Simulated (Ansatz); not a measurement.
# CH3NOTe: the cost of one run

Program: Ansatz 0.2.0. Level of theory: RKS PBE0-D4/def2-SVP. These are calculated values, not measurements.

## Step 1: Starting point

Bond lengths: N1–C2 1.244 Å, C2–O3 1.330 Å, O3–Te4 2.022 Å, N1–H5 1.024 Å, C2–H6 1.088 Å, Te4–H7 1.645 Å. Angles: N1–C2–O3 131.4°, N1–C2–H6 118.7°, O3–C2–H6 110.0°, C2–N1–H5 114.3°, C2–O3–Te4 121.3°, O3–Te4–H7 92.5°.

Structure file:

```xyz
7

N     0.8944    1.0825    0.3708
C     0.2487    0.2025    0.9670
O    -0.3910   -0.8741    0.5189
Te   -0.3546   -1.3771   -1.4397
H     0.9534    0.9474   -0.6426
H     0.1442    0.2737    2.0481
H    -1.4951   -0.2549   -1.8226
```

## Step 2: End point A

Input file input.yaml:

```yaml
crystal:
  periodic: [false, false, false]
  atoms:
    - { symbol: "N", position_ang: [0.89441, 1.08249, 0.37084] }
    - { symbol: C, position_ang: [0.2487, 0.20251, 0.967] }
    - { symbol: O, position_ang: [-0.39103, -0.87409, 0.5189] }
    - { symbol: Te, position_ang: [-0.35461, -1.37714, -1.43969] }
    - { symbol: H, position_ang: [0.9534, 0.94743, -0.64261] }
    - { symbol: H, position_ang: [0.14421, 0.2737, 2.04813] }
    - { symbol: H, position_ang: [-1.49508, -0.25489, -1.82257] }
basis:
  gaussian: { orbitals: def2-SVP }
hamiltonian:
  xc: pbe0
  dispersion: d4
relax:
  f_tol: 0.02
  max_steps: 50
output:
  orbitals: {}
```

On the command line:

```console
$ ansatz run input.yaml --threads 2 --pin off --max-ram 3072MiB --backend cpu --events-out ev --progress --plain --runs-dir out
```

**Question.** How long does this run take on 2 threads of Intel Xeon Platinum 8488C (Sapphire Rapids), shared host, and how much memory does it need?

About 11 s, with a peak of 0.19 GiB.
